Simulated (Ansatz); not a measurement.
## Ge, space group Cmmm: a convergence test of the k-point mesh, step by step

With Ansatz 0.2.0 through its Python package.

Input file `ge.cif`:
```cif
data_Ge
_cell_length_a 2.952069
_cell_length_b 2.952069
_cell_length_c 2.698231
_cell_angle_alpha 90.00000
_cell_angle_beta 90.00000
_cell_angle_gamma 123.50542
_symmetry_space_group_name_H-M 'P 1'
_symmetry_Int_Tables_number 1
loop_
_symmetry_equiv_pos_as_xyz
'x, y, z'
loop_
_atom_site_label
_atom_site_type_symbol
_atom_site_fract_x
_atom_site_fract_y
_atom_site_fract_z
Ge1 Ge    0.500000    0.500000    0.000000
```

Run as a notebook:

**Cell 1**
```python
import csv

import ansatz as az
from ase.io import read
```

**Cell 2**
```python
atoms = read("ge.cif")
system = az.Crystal.from_ase(atoms)
```

**Cell 3**
```python
setup = (
    system.calculation()
    .occupations("methfessel_paxton", width=0.05)
    .functional(az.Functional.PBESOL)
)
```

**Cell 4**
```python
rows = []
for value in [(3, 3, 3), (4, 4, 4), (6, 6, 5), (7, 7, 7), (9, 9, 8), (11, 11, 10)]:
    rep = setup.kpoints(mesh=value).run().report
    rows.append((value, rep["free_energy_ev"] / len(rep["lattice"]["sites"]), rep["n_iterations"], rep["n_kpoints"]))

with open("kconv.csv", "w", newline="") as handle:
    writer = csv.writer(handle)
    writer.writerow(["mesh", "F/atom (eV)", "iterations", "k-points"])
    writer.writerows([round(v, 5) if isinstance(v, float) else v for v in row] for row in rows)
```
Output:
```text
DeckWarning: basis.ecutwfc = 420 eV, auto-derived from the records' recommended cutoffs: set by Ge (normal level)
```

**Cell 5**
```python
# differences from the last row
for row in rows[:-1]:
    shift = 1000 * (row[1] - rows[-1][1])
    print(f"{row[0]}: {shift:+.2f} meV/atom" + ("  (within 5 meV)" if abs(shift) < 5 else ""))
```
Output:
```text
(3, 3, 3): +691.55 meV/atom
(4, 4, 4): +258.48 meV/atom
(6, 6, 5): +14.74 meV/atom
(7, 7, 7): -14.38 meV/atom
(9, 9, 8): +29.51 meV/atom
```

It writes `kconv.csv`:
```csv
mesh,F/atom (eV),iterations,k-points
"(3, 3, 3)",-4252.60177,6,8
"(4, 4, 4)",-4253.03483,5,21
"(6, 6, 5)",-4253.27858,5,39
"(7, 7, 7)",-4253.3077,5,64
"(9, 9, 8)",-4253.26381,5,125
"(11, 11, 10)",-4253.29331,5,216
```

Reading the output:
- This isn't the structure that Ge takes at ambient conditions.
- Warnings are shown shortened and without file and line.
- Shifts are counted from the finest mesh, which is itself no proven limit.
- It ran for 3.4 s on 1 thread of Intel(R) Xeon(R) 6975P-C (Granite Rapids), with other jobs on the host, peak memory 0.45 GiB.
